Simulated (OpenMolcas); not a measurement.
**Ru: CASSCF terms and fine-structure levels**

Which level of Ru lies lowest, and where do the others fall? The reference wave functions come first, then spin-orbit coupling.

Method: state-averaged CASSCF, spin-orbit coupling by RASSI with atomic mean-field integrals. Code: OpenMolcas 26.06.

1 further run of the same task is left out (it didn't finish).

## 1. The system

- Species: Ru (ruthenium, Z = 44, 44 electrons)
- Basis: ANO-R1 [6s4p3d1f], 40 functions
- Scalar Hamiltonian: X2C, finite nucleus
- Inactive shells: 1s 2s 2p 3s 3p 3d 4s 4p
- Active space: 8 electrons in 6 orbitals (4d 5s)
- Some configurations of this space: 4d6 5s2, 4d7 5s, 4d8
- Orbitals: optimised for the ground-state spin in each parity, averaged over the low roots

Outer shells as boxes (Hund's rule):

4d6 5s2
```
4d [↑↓][↑ ][↑ ][↑ ][↑ ]
5s [↑↓]
```

4d7 5s
```
4d [↑↓][↑↓][↑ ][↑ ][↑ ]
5s [↑ ]
```

4d8
```
4d [↑↓][↑↓][↑↓][↑ ][↑ ]
```

Each step is its own input file, run in one work folder so that later steps find the files of earlier ones. Labels, J, g values, rates, χT and fits are worked out afterwards by a script from the matrices that RASSI stores.

## 2. GATEWAY and SEWARD: basis and integrals

Contents of a.inp:

```
&GATEWAY
Coord
1

Ru 0.0 0.0 0.0
Basis=ANO-R1
Group=XYZ
NoMove
AngMom=0.0 0.0 0.0
AMFI
&SEWARD
```

Launch:

```sh
OMP_NUM_THREADS=1 MOLCAS_MEM=1689 MOLCAS_PROJECT=a pymolcas a.inp > a.log
```

What it wrote:

```text
Basis set label: RU.ANO-R...6S4P3D1F.

      Electronic valence basis set:
      ------------------
      Associated Effective Charge  44.000000 au
      Associated Actual Charge     44.000000 au
      Nuclear Model: Finite nucleus - Gaussian distribution
        Gaussian exponent, Xi/bohr**(-2):  2.09653E+08

      Shell  nPrim  nBasis  Cartesian Spherical Contaminant
         s      23       6        X
         p      16       4        X
         d      12       3                 X
         f       6       1                 X
                  Relativistic X2C integrals
                  Atomic mean-field integrals
```

## 3. Reference wave functions, quintets of even parity, 15 roots

Contents of a.inp:

```
&RASSCF
FileOrb=start.orb
Symmetry=1
Spin=5
nActEl=8 0 0
Inactive=9 9
Ras2=6 0
CIRoot=15 15 1
SDav=15
CIMx=300
Iter=120 100
PrWF=0.3
OrbListing=Nothing
MaxOrb=0
Atom
>>> COPY $Project.JobIph JOB001
```

start.orb holds the contracted functions of the basis, ordered by shell, or the orbitals of the step before.

What it wrote (excerpt; [...] marks lines left out):

```text
[...]
      Number of active orbitals                  6
[...]
      Spin quantum number                      2.0
[...]
      Active orbitals                            6   0
[...]
      Number of CSFs                            15
      Number of root(s) required                15
[...]
      Convergence after  4 iterations
[...]
      Natural orbitals and occupation numbers for root  1
      sym 1:   1.631284   1.000000   1.368716   1.368716   1.631284   1.000000
      Natural orbitals and occupation numbers for root  2
      sym 1:   1.899579   1.100421   1.899579   1.100421   1.000000   1.000000
      Natural orbitals and occupation numbers for root  3
      sym 1:   1.962975   1.962975   1.000000   1.037025   1.037025   1.000000
::    RASSCF root number  1 Total energy:  -4528.02623501
::    RASSCF root number  2 Total energy:  -4528.02623501
::    RASSCF root number  3 Total energy:  -4528.02623501
[...]
::    RASSCF root number 12 Total energy:  -4527.98361999
::    RASSCF root number 13 Total energy:  -4527.97176298
::    RASSCF root number 14 Total energy:  -4527.97176298
::    RASSCF root number 15 Total energy:  -4527.97176298
```

## 4. Reference wave functions, triplets of even parity, 105 roots

Contents of a.inp:

```
&RASSCF
FileOrb=start.orb
Symmetry=1
Spin=3
nActEl=8 0 0
Inactive=9 9
Ras2=6 0
CIRoot=105 105 1
SDav=105
CIMx=300
Iter=120 100
PrWF=0.3
OrbListing=Nothing
MaxOrb=0
Atom
CIOnly
>>> COPY $Project.JobIph JOB002
```

What it wrote (excerpt; [...] marks lines left out):

```text
[...]
      Number of active orbitals                  6
[...]
      Spin quantum number                      1.0
[...]
      Active orbitals                            6   0
[...]
      Number of CSFs                           105
      Number of root(s) required               105
[...]
      Natural orbitals and occupation numbers for root  1
      sym 1:   1.975572   0.997498   1.975682   1.006310   1.007518   1.037420
      Natural orbitals and occupation numbers for root  2
      sym 1:   1.980519   1.980510   1.002085   1.002043   1.000466   1.034377
      Natural orbitals and occupation numbers for root  3
      sym 1:   1.098348   1.882362   0.970709   1.881366   1.100649   1.066566
::    RASSCF root number  1 Total energy:  -4527.98477153
::    RASSCF root number  2 Total energy:  -4527.98477153
::    RASSCF root number  3 Total energy:  -4527.98477153
[...]
::    RASSCF root number 27 Total energy:  -4527.94193881
::    RASSCF root number 28 Total energy:  -4527.94193881
::    RASSCF root number 29 Total energy:  -4527.94193881
::    RASSCF root number 30 Total energy:  -4527.94193881
```

CIOnly: the orbitals of an earlier block are kept, and only the CI is solved.

## 5. CASSCF: singlets of even parity, 105 roots

a.inp, as its differences from that of step 4:

```diff
@@ -3,3 +3,3 @@
 Symmetry=1
-Spin=3
+Spin=1
 nActEl=8 0 0
@@ -16,2 +16,2 @@
 CIOnly
->>> COPY $Project.JobIph JOB002
+>>> COPY $Project.JobIph JOB003
```

Launch:

```sh
OMP_NUM_THREADS=1 MOLCAS_MEM=1689 MOLCAS_PROJECT=a pymolcas a.inp > a.log
```

What it wrote (excerpt; [...] marks lines left out):

```text
[...]
      Number of active orbitals                  6
[...]
      Spin quantum number                      0.0
[...]
      Active orbitals                            6   0
[...]
      Number of CSFs                           105
      Number of root(s) required               105
[...]
      Natural orbitals and occupation numbers for root  1
      sym 1:   1.355514   1.615855   1.426304   1.370355   1.274869   0.957104
      Natural orbitals and occupation numbers for root  2
      sym 1:   1.514646   1.341184   1.311307   1.352078   1.490017   0.990768
      Natural orbitals and occupation numbers for root  3
      sym 1:   1.306237   1.482648   1.388993   1.314439   1.521204   0.986479
::    RASSCF root number  1 Total energy:  -4527.94107136
::    RASSCF root number  2 Total energy:  -4527.94107136
::    RASSCF root number  3 Total energy:  -4527.94107136
[...]
::    RASSCF root number 27 Total energy:  -4527.91741033
::    RASSCF root number 28 Total energy:  -4527.91741033
::    RASSCF root number 29 Total energy:  -4527.87694751
::    RASSCF root number 30 Total energy:  -4527.87694751
```

CIOnly: the orbitals of an earlier block are kept, and only the CI is solved.

## 6. RASSI: spin-orbit coupling between the states

Contents of a.inp:

```
&RASSI
NrOfJobIphs=3 15 75 57
1 2 3 4 5 6 7 8 9 10 11 12 13 14 15
1 2 3 4 5 6 7 8 9 10 11 12 13 14 15 16 17 18 19 20 21 22 23 24 25 26 27
28 29 30 31 32 33 34 35 36 37 38 39 40 41 42 43 44 45 46 47 48 49 50 51
52 53 54 55 56 57 58 59 60 61 62 63 64 65 66 67 68 69 70 71 72 73 74 75
1 2 3 4 5 6 7 8 9 10 11 12 13 14 15 16 17 18 19 20 21 22 23 24 25 26 27
28 29 30 31 32 33 34 35 36 37 38 39 40 41 42 43 44 45 46 47 48 49 50 51
52 53 54 55 56 57
IphNames
JOB001
JOB002
JOB003
EJob
SpinOrbit
DIPRint=1.0
SOCoupling=1000.0
Subsets=2
MEES
Property=10
'ANGMOM' 1 'ANGMOM' 2 'ANGMOM' 3 'MLTPL  1' 1 'MLTPL  1' 2 'MLTPL  1' 3
'AMFI' 1 'AMFI' 2 'AMFI' 3 'MLTPL  2' 6
SOProperty=3
'ANGMOM' 1 'ANGMOM' 2 'ANGMOM' 3
```

Launch:

```sh
OMP_NUM_THREADS=1 MOLCAS_MEM=1689 MOLCAS_PROJECT=a pymolcas a.inp > a.log
```

What it wrote (excerpt; [...] marks lines left out):

```text
SPIN-FREE ENERGIES:
  (Shifted by EMIN (a.u.) =      -4528.0262350129)
 SF State       Relative EMIN(au)   Rel lowest level(eV)    D:o, cm**(-1)      L_eff
     1             0.0000000000        0.0000000000              0.0000         3.0
     2             0.0000000000        0.0000000000              0.0000         3.0
     3             0.0000000000        0.0000000000              0.0000         3.0
     4             0.0000000000        0.0000000000              0.0000         3.0
     5             0.0000000000        0.0000000000              0.0000         3.0
     6             0.0000000000        0.0000000000              0.0000         3.0
     7             0.0000000000        0.0000000000              0.0000         3.0
    16             0.0414634819        1.1282788222           9100.1824         3.0
    17             0.0414634819        1.1282788222           9100.1824         3.0
    18             0.0414634819        1.1282788222           9100.1824         3.0
[...]
Eigenvalues of complex Hamiltonian:
   -----------------------------------
  (Shifted by EMIN (a.u.) =      -4528.0262350129)
 SO State       Relative EMIN(au)   Rel lowest level(eV)    D:o, cm**(-1)     J-value
     1            -0.0070972089        0.0000000000              0.0000         3.9
     2            -0.0070972089        0.0000000000              0.0000         3.6
     3            -0.0070972089        0.0000000000              0.0000         4.6
     4            -0.0070972089        0.0000000000              0.0000         3.6
     5            -0.0070972089        0.0000000000              0.0000         3.9
     6            -0.0070972089        0.0000000000              0.0000         4.5
     7            -0.0070972089        0.0000000000              0.0000         4.4
     8            -0.0070972089        0.0000000000              0.0000         4.2
     9            -0.0070972089        0.0000000000              0.0000         3.7
    10            -0.0070972089        0.0000000000              0.0000         4.3
    11            -0.0070972089        0.0000000000              0.0000         3.0
[...]
```

These steps: 35 s of run time, 1 thread, shared host.

The roots that group into whole terms:

```
configuration   term  E (cm-1)
       4d7 5s     5F       0.0
       4d7 5s  3F(1)      9100
      4d6 5s2     5D      9353
       4d7 5s     5P     11955
       4d7 5s     3G     14508
       4d7 5s  3P(1)     15512
       4d7 5s     3H     18501
       4d7 5s     1G     18691
       4d7 5s  3P(2)     19181
       4d7 5s     3D     19839
       4d7 5s     1D     21621
       4d7 5s     1H     23884
       4d7 5s     1P     23884
       4d7 5s  3F(2)     24843
      4d6 5s2     3H     25569
```

Fine-structure levels, from the RASSI matrices grouped by J:

```
Configuration   Term  J  E (cm-1)  Leading %    Second
       4d7 5s     5F  5       0.0         99          
       4d7 5s     5F  4      1223         99          
       4d7 5s     5F  3      2162         99          
       4d7 5s     5F  2      2828         99          
       4d7 5s     5F  1      3252         99          
       4d7 5s  3F(1)  4      9194         80     18 5D
      4d6 5s2     5D  4      9931         81  18 3F(1)
      4d6 5s2     5D  3     10694         61  38 3F(1)
       4d7 5s  3F(1)  3     11091         60     39 5D
      4d6 5s2     5D  2     11414         92   4 3F(1)
      4d6 5s2     5D  1     11833         97   2 3P(1)
       4d7 5s  3F(1)  2     11980         93      5 5D
      4d6 5s2     5D  0     12026         97          
       4d7 5s     5P  3     12992         99          
       4d7 5s     5P  2     13089         84  13 3P(1)
       4d7 5s     5P  1     13875         93   5 3P(1)
       4d7 5s     3G  5     15324         94      4 3H
       4d7 5s     3G  4     15999         90      5 3H
       4d7 5s  3P(1)  2     16294         79     13 5P
       4d7 5s     3G  3     16796         99          
       4d7 5s  3P(1)  1     18064         85      6 5P
       4d7 5s  3P(1)  0     18727         83  15 3P(2)
       4d7 5s     3H  6     19580        100          
       4d7 5s     1G  4     19599         56     35 3H
       4d7 5s  3P(2)  1     20100         75     12 1P
       4d7 5s     3H  5     20255         95      3 3G
       4d7 5s  3P(2)  2     20619         85      7 3D
       4d7 5s  3P(2)  0     20863         85  15 3P(1)
       4d7 5s     3D  3     21044         98          
       4d7 5s     3H  4     21589         59     39 1G
       4d7 5s     3D  2     21814         73     22 1D
       4d7 5s     3D  1     22284         74  16 3P(2)
       4d7 5s     1D  2     24165         69     14 3D
       4d7 5s     1H  5     25561         95      3 3H
       4d7 5s  3F(2)  4     25908         84      6 3H
       4d7 5s     1P  1     26399         82     12 3D
       4d7 5s  3F(2)  3     26436         97      2 3G
      4d6 5s2     3H  6     26499         98          
       4d7 5s  3F(2)  2     26763        100          
      4d6 5s2     3H  5     27002         90      7 3G
```

The table of levels holds 40 of 53 computed; the rest, higher up, is left out.

Transitions at CASSCF energies (vacuum wavelengths; branching counts decays inside the model space alone):

```
        upper          lower  type  λ (nm)   A (s-1)  branching %
   4d7 5s 3D3     4d7 5s 5F4    M1   504.5  1.56e+00         65.1
   4d7 5s 3D2     4d7 5s 5F3    M1   508.9  1.71e+00         71.4
   4d7 5s 3D1     4d7 5s 5F2    M1     514  1.56e+00         55.0
   4d7 5s 3D1     4d7 5s 5F1    M1   525.4  6.49e-01         22.8
  4d6 5s2 3H5  4d7 5s 3F4(1)    E2   561.6  1.95e-01         24.7
  4d6 5s2 3H6  4d7 5s 3F4(1)    E2   577.9  4.79e-01         67.8
4d7 5s 3F4(2)  4d7 5s 3F4(1)    M1   598.3  3.27e-01         19.5
4d7 5s 3F4(2)    4d6 5s2 5D4    M1   625.9  6.98e-01         41.6
  4d6 5s2 3H5  4d7 5s 3F3(1)    E2   628.5  1.72e-01         21.9
4d7 5s 3F3(2)    4d6 5s2 5D3    M1   635.3  3.17e-01         26.4
  4d6 5s2 3H4  4d7 5s 3F2(1)    E2   651.5  2.19e-01         28.0
4d7 5s 3F3(2)  4d7 5s 3F3(1)    M1   651.7  2.40e-01         20.0
   4d7 5s 3G5     4d7 5s 5F5    M1   652.6  1.05e+00         81.8
   4d7 5s 3G4     4d7 5s 5F4    M1   676.7  5.53e-01         58.2
   4d7 5s 3G3     4d7 5s 5F3    M1   683.3  2.17e-01         41.1
   4d7 5s 3G4     4d7 5s 5F3    M1   722.7  1.99e-01         20.9
   4d7 5s 1D2  4d7 5s 3F3(1)    M1   764.9  5.23e-01         21.4
   4d7 5s 1D2  4d7 5s 3F2(1)    M1   820.7  4.56e-01         18.6
   4d7 5s 1G4  4d7 5s 3F4(1)    M1   961.1  1.62e-01         31.1
   4d7 5s 1H5     4d7 5s 3G5    M1   976.9  3.27e-01         54.8
4d7 5s 3P2(2)     4d7 5s 5P3    M1    1311  2.88e-01         33.3
   4d7 5s 1P1  4d7 5s 3P2(2)    M1    1730  4.94e-01         28.6
```

## 7. Comparison with measured levels

A. CASSCF

Energies in cm-1 above each method's lowest level; measured values from NIST Handbook of Basic Atomic Spectroscopic Data.

```
        level      A  measured
   4d7 5s 5F5    0.0       0.0
   4d7 5s 5F4   1223      1191
   4d7 5s 5F3   2162      2092
   4d7 5s 5F2   2828      2713
   4d7 5s 5F1   3252      3105
4d7 5s 3F4(1)   9194          
  4d6 5s2 5D4   9931      7483
  4d6 5s2 5D3  10694      8575
4d7 5s 3F3(1)  11091          
  4d6 5s2 5D2  11414      9058
  4d6 5s2 5D1  11833      9073
4d7 5s 3F2(1)  11980          
  4d6 5s2 5D0  12026      9492
   4d7 5s 5P3  12992      8771
   4d7 5s 5P2  13089      8044
   4d7 5s 5P1  13875      9620
   4d7 5s 3G5  15324          
   4d7 5s 3G4  15999          
4d7 5s 3P2(1)  16294          
   4d7 5s 3G3  16796          
4d7 5s 3P1(1)  18064          
4d7 5s 3P0(1)  18727          
   4d7 5s 3H6  19580          
   4d7 5s 1G4  19599          
4d7 5s 3P1(2)  20100          
   4d7 5s 3H5  20255          
4d7 5s 3P2(2)  20619          
4d7 5s 3P0(2)  20863          
   4d7 5s 3D3  21044          
   4d7 5s 3H4  21589
```

Mean absolute deviation from the 12 measured excited levels that all methods hold: A 2200 cm⁻¹.

## 8. What came out

| quantity | value |
| --- | --- |
| method | CASSCF |
| lowest level | 4d7 5s 5F5, 99 % of that term, g = 1.399 |
| ground level listed by NIST | 5F5 |
| first excited level | 4d7 5s 5F4 at 1223 cm-1 |
| lowest level of another term | 4d7 5s 3F4(1) at 9194 cm-1 |
| spin-orbit lowering of the lowest level | 1558 cm-1 |
| strongest of the lines computed, by gA (one parity, so forbidden lines), at CASSCF energies | 4d7 5s 3G5 → 4d7 5s 5F5, 652.6 nm, A = 1.05e+00 s⁻¹ |

The multiplet 5F is inverted; its intervals divided by the larger J differ by 14 % of their mean, where Landé's rule for pure LS coupling makes them equal. The computed levels miss the measured ones by 2200 cm⁻¹ on average. Only the configurations of the active space and the roots asked for are present. The triplets, singlets rest on orbitals optimised for another spin in at least one step, which raises them against the optimised states. Not all states of the active space went into the spin-orbit step. Measured levels are paired by their LS label, which is uncertain where the leading share is low. Configurations with different d counts are hard to place against each other, and can be off by thousands to tens of thousands of cm-1. Levels of other configurations are missing from the list.
